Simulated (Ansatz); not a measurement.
**C3H10Ge: vertical ionisation energy**

An exercise on one series of results from a longer session: the logs are not shown, and one member is left open.

Program: Ansatz 0.2.0, Gaussian basis. Level of theory: unrestricted cation, the program's frozen cores in correlated methods. These are calculated values, not measurements.

The runs, in order: UKS PBE-D4/def2-TZVPP; UKS r2SCAN-D4/def2-TZVPP; UKS PBE0-D4/def2-TZVPP; UKS B3LYP-D4/def2-TZVPP; UKS wB97X-V/def2-TZVPP; UKS wB97M-V/def2-TZVPP; UKS B2PLYP/def2-TZVPP; UHF-CCSD(T)/def2-TZVPP; UHF-MP2/def2-QZVPP; extrapolation to the limit; then −ε(HOMO) from the neutral's earlier runs with LDA (SPW92), PBE-D4, revPBE-D4, BLYP-D4, r2SCAN-D4, B97M-V, PBE0-D4, B3LYP-D4, r2SCANh-D4, r2SCAN0-D4, HSE06-D4, BHLYP-D4, CAM-B3LYP-D4, LC-ωPBE, ωB97X-V, ωB97M-V.

## The relaxed structure

An earlier PBE0-D4 in a triple-zeta def2 set relaxation fixed the geometry.

14 atoms, charge 0, spin multiplicity 1.

Atoms are counted from 1 here; the program's logs count them from 0.

Bond lengths: C1–C2 1.523 Å, C1–H5 1.093 Å, C1–H6 1.095 Å, C1–H7 1.094 Å, C2–C3 1.523 Å, C2–Ge4 1.969 Å, C2–H8 1.096 Å, C3–H9 1.094 Å, C3–H10 1.093 Å, C3–H11 1.095 Å, Ge4–H12 1.541 Å, Ge4–H13 1.542 Å, Ge4–H14 1.541 Å. Angles: C2–C1–H5 112.1°, C2–C1–H6 110.8°, C2–C1–H7 111.2°, H5–C1–H6 107.6°, H5–C1–H7 107.6°, H6–C1–H7 107.2°, C1–C2–C3 111.7°, C1–C2–Ge4 110.8°, C1–C2–H8 108.8°, C3–C2–Ge4 110.8°, C3–C2–H8 108.8°, Ge4–C2–H8 105.7°, C2–C3–H9 111.2°, C2–C3–H10 112.1°, C2–C3–H11 110.8°, H9–C3–H10 107.6°, H9–C3–H11 107.2°, H10–C3–H11 107.6° and more.

The first run:

in.yaml reads:

```yaml
crystal:
  periodic: [false, false, false]
  atoms:
    - {symbol: C, position_ang: [-0.746704, 1.014728, -0.867626]}
    - {symbol: C, position_ang: [-0.335735, 0.139149, 0.308210]}
    - {symbol: C, position_ang: [0.869714, 0.711121, 1.041573]}
    - {symbol: Ge, position_ang: [0.015523, -1.705744, -0.283096]}
    - {symbol: H, position_ang: [-1.634214, 0.630773, -1.376733]}
    - {symbol: H, position_ang: [-0.970274, 2.033874, -0.534206]}
    - {symbol: H, position_ang: [0.056053, 1.085027, -1.608227]}
    - {symbol: H, position_ang: [-1.175888, 0.070316, 1.008595]}
    - {symbol: H, position_ang: [1.743020, 0.767210, 0.384263]}
    - {symbol: H, position_ang: [1.147166, 0.108795, 1.910178]}
    - {symbol: H, position_ang: [0.663950, 1.727450, 1.394501]}
    - {symbol: H, position_ang: [0.394369, -2.599614, 0.913472]}
    - {symbol: H, position_ang: [1.185489, -1.709657, -1.287723]}
    - {symbol: H, position_ang: [-1.225470, -2.302828, -0.974281]}
basis:
  gaussian: {orbitals: def2-TZVPP}
total_charge: 1
magnetization: {spin_polarized: true, initial_magnetization: 1}
hamiltonian: {xc: pbe, dispersion: d4}
```

Run with:

```sh
> ansatz run in.yaml --threads 2 --pin off --events-out ev --progress --plain --max-ram 32768MiB --backend cpu
```

Among the steps run: Cation, UKS PBE-D4/def2-TZVPP; Cation, UKS r2SCAN-D4/def2-TZVPP; Cation, UKS PBE0-D4/def2-TZVPP; Cation, UKS B3LYP-D4/def2-TZVPP; Cation, UKS wB97X-V/def2-TZVPP; Cation, UKS wB97M-V/def2-TZVPP; Cation, UKS B2PLYP (frozen core)/def2-TZVPP; Cation, UHF-CCSD(T)/def2-TZVPP; Cation, UHF-MP2/def2-QZVPP.

One table of the session follows, with a row left open; its other results are not shown here.

Orbital estimates, from the neutral's runs:

```
  functional  −ε(HOMO) (eV)
 LDA (SPW92)           6.81
      PBE-D4           6.72
   revPBE-D4           6.68
     BLYP-D4           6.62
   r2SCAN-D4           6.96
      B97M-V           7.08
     PBE0-D4           7.91
    B3LYP-D4           7.72
  r2SCANh-D4           7.40
  r2SCAN0-D4              ?
    HSE06-D4           7.51
    BHLYP-D4           9.03
CAM-B3LYP-D4           9.24
     LC-ωPBE          10.54
     ωB97X-V          10.22
     ωB97M-V          10.08
```

**Question.** Estimate the row for r2SCAN0-D4.

Worked estimate for «−ε(HOMO) (eV)». Against the share of exact exchange, r2SCAN-D4 (0, 6.96), r2SCANh-D4 (0.1, 7.40) give a slope of 4.40 per unit share; at 0.25 the line stands at 8.06.

The run gave: −ε(HOMO) (eV): 8.06. In «−ε(HOMO) (eV)» the line misses by 0.00.

Caveats from the session: The cation may have settled in a state other than its lowest; no search over hole states beyond the program's own was made.
